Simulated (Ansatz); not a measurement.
This script drives the Ansatz DFT code, driven from Python.

Script `fdcheck_yb3snc.py`:
```python
import warnings

import ansatz as az
import numpy as np

XC = "lda"
SMEARING = "fermi_dirac"
WIDTH_EV = 0.05
CUTOFF_EV = 540
KMESH = (3, 3, 3)
TOLERANCE = 1e-09

vectors0 = np.array([
    [5.91485, 0.0, 0.0],
    [0.0, 5.91485, 0.0],
    [0.0, 0.0, 5.91485],
])
sites = [
    ("Yb", (0.9966, 0.49227, 0.50127)),
    ("Yb", (0.49776, 0.99113, 0.51363)),
    ("Yb", (0.51735, 0.48846, 0.00373)),
    ("Sn", (0.4992, 0.4721, 0.49262)),
    ("C", (0.99592, 0.04776, 0.98818)),
]


def crystal_on(cell):
    crystal = az.Crystal(lattice=az.Lattice.of(cell))
    for symbol, position in sites:
        crystal = crystal.atom(symbol, position)
    return crystal

warnings.simplefilter("ignore", az.DeckWarning)

def solve(crystal):
    return (
        crystal.calculation()
        .functional(XC)
        .occupations(SMEARING, width=WIDTH_EV)
        .basis(CUTOFF_EV, xc_grid=2)
        .kpoints(*KMESH)
        .scf(tolerance=TOLERANCE)
        .forces()
        .stress()
        .run(threads=1)
    ).report


centre = solve(crystal_on(vectors0))
start = crystal_on(vectors0)
print(f"force on atom 4 along y: analytic {centre['forces_ev_ang'][4][1]:.4f} eV/A")
for h in (0.004, 0.016):
    shift = np.eye(3)[1] * h @ np.linalg.inv(vectors0)
    plus, minus = (solve(start.move(4, to=np.array(sites[4][1]) + sign * shift))["lagrangian_ev"] for sign in (1, -1))
    print(f"  step {h} A: numerical {-(plus - minus) / (2 * h):.4f} eV/A")
volume = abs(np.linalg.det(vectors0))
larger, smaller = (solve(crystal_on(vectors0 * (1 + sign * 0.005) ** (1 / 3)))["lagrangian_ev"] for sign in (1, -1))
numerical = -(larger - smaller) / (0.01 * volume) * 160.21766
print(f"pressure: analytic {np.trace(centre['stress_gpa']) / 3:.3f}, numerical {numerical:.3f} GPa")
```

It is started by `python fdcheck_yb3snc.py`. How long does it take on 1 thread of Arm Neoverse V1 (shared host), and how much memory does it need?

It took about 5.2 min, with a peak of 0.59 GiB, for 7 runs of the engine.

```console
$ python fdcheck_yb3snc.py
force on atom 4 along y: analytic 0.3284 eV/A
  step 0.004 A: numerical 0.3284 eV/A
  step 0.016 A: numerical 0.3284 eV/A
pressure: analytic -3.408, numerical -3.407 GPa
```

The settings weren't tested for convergence. Semilocal functionals put the nearly full 4f shell of Yb too close to the Fermi level. The mesh is modest for a metal, so energies can be off by several to tens of meV an atom and pressures by half a GPa or more; differences at equal mesh fare better. The program warned that this SCF threshold is loose for forces or stresses. Pressure is positive in compression. The cell is a database structure, distorted on purpose. The central difference errs as the square of the step, so the shorter step is the fairer test; what remains comes from the finite grid and the SCF threshold. The script silences the warnings on its input, which a real study should read.
